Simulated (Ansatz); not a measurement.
**C2H7ClO2Sn: one species, many functionals**

The task here is to estimate one member of a computed series from the others.

Computed with Ansatz 0.2.0, Gaussian basis. Level: functionals in def2-TZVPP.

Plan: LDA (SPW92), PBE-D4, revPBE-D4, BLYP-D4, r2SCAN-D4, B97M-V, PBE0-D4, B3LYP-D4, r2SCANh-D4, r2SCAN0-D4, HSE06-D4, BHLYP-D4, CAM-B3LYP-D4, LC-ωPBE.

### The relaxed structure

The geometry comes from an earlier relaxation with PBE0-D4 in a triple-zeta def2 set; it is a stationary point, not always the lowest conformer. Sn takes the def2 core potential; no spin-orbit term is included.

SMILES `C[O][SnH]([Cl])[O]C`, 13 atoms, charge 0, spin multiplicity 1.

Atoms are counted from 1 here; the program's logs count them from 0.

Bond lengths: C1–O2 1.411 Å, C1–H7 1.098 Å, C1–H8 1.097 Å, C1–H9 1.093 Å, O2–Sn3 1.949 Å, Sn3–Cl4 2.308 Å, Sn3–O5 1.945 Å, Sn3–H10 1.694 Å, O5–C6 1.412 Å, C6–H11 1.097 Å, C6–H12 1.093 Å, C6–H13 1.096 Å. Angles: O2–C1–H7 112.4°, O2–C1–H8 112.5°, O2–C1–H9 107.7°, H7–C1–H8 108.2°, H7–C1–H9 107.8°, H8–C1–H9 108.0°, C1–O2–Sn3 119.4°, O2–Sn3–Cl4 103.1°, O2–Sn3–O5 107.6°, O2–Sn3–H10 115.1°, Cl4–Sn3–O5 109.0°, Cl4–Sn3–H10 113.3°, O5–Sn3–H10 108.5°, Sn3–O5–C6 120.4°, O5–C6–H11 112.3°, O5–C6–H12 107.7°, O5–C6–H13 112.0°, H11–C6–H12 108.2° and more.

Set-up of the first run:

in.yaml reads:

```yaml
crystal:
  periodic: [false, false, false]
  atoms:
    - {symbol: C, position_ang: [-1.085038, -1.847604, 0.350844]}
    - {symbol: O, position_ang: [-1.063448, -0.616360, 1.038950]}
    - {symbol: Sn, position_ang: [0.623605, 0.341362, 1.231259]}
    - {symbol: Cl, position_ang: [-0.022797, 2.362183, 2.138752]}
    - {symbol: O, position_ang: [1.332010, 0.646315, -0.554529]}
    - {symbol: C, position_ang: [0.584896, 1.378289, -1.503191]}
    - {symbol: H, position_ang: [-0.507676, -2.626088, 0.867308]}
    - {symbol: H, position_ang: [-0.704363, -1.762537, -0.674644]}
    - {symbol: H, position_ang: [-2.124354, -2.181951, 0.299272]}
    - {symbol: H, position_ang: [1.803726, -0.457091, 2.146971]}
    - {symbol: H, position_ang: [-0.391560, 0.921573, -1.705084]}
    - {symbol: H, position_ang: [1.154835, 1.392839, -2.435568]}
    - {symbol: H, position_ang: [0.420563, 2.414372, -1.185538]}
basis:
  gaussian: {orbitals: def2-TZVPP}
hamiltonian: {xc: lda}
output: {orbitals: {seedname: orbitals}}
```

Run with:

```sh
> ansatz run in.yaml --threads 2 --pin off --events-out ev --progress --plain --max-ram 32768MiB --backend cpu
```

Steps of the session up to this table: LDA; PBE-D4 (GGA); revPBE-D4 (GGA); BLYP-D4 (GGA); r2SCAN-D4 (meta-GGA); B97M-V (meta-GGA); B3LYP-D4 (hybrid); r2SCANh-D4 (hybrid); r2SCAN0-D4 (hybrid); HSE06-D4 (hybrid); BHLYP-D4 (hybrid); CAM-B3LYP-D4 (range-separated); LC-ωPBE (range-separated).

One of the session's tables, all rows but one given; the rest of the session is left out.

It belongs to the step «Frontier levels by functional». 

```
  functional  HOMO (eV)  gap (eV)
 LDA (SPW92)      -6.62      4.15
      PBE-D4      -6.48      4.29
   revPBE-D4      -6.42      4.34
     BLYP-D4      -6.40      4.25
   r2SCAN-D4      -6.83      4.89
      B97M-V      -6.97      5.01
     PBE0-D4      -8.07      6.86
    B3LYP-D4      -7.83      6.29
  r2SCANh-D4      -7.42      5.83
  r2SCAN0-D4      -8.32      7.26
    HSE06-D4          ?         ?
    BHLYP-D4      -9.61      9.42
CAM-B3LYP-D4      -9.53      9.35
     LC-ωPBE     -10.87     12.00
```

Q: Estimate the row for HSE06-D4 from the others.

**Answer.** HOMO (eV): -7.67; gap (eV): 6.08. In the column «HOMO (eV)» it lies between B3LYP-D4 (-7.83) and r2SCANh-D4 (-7.42).
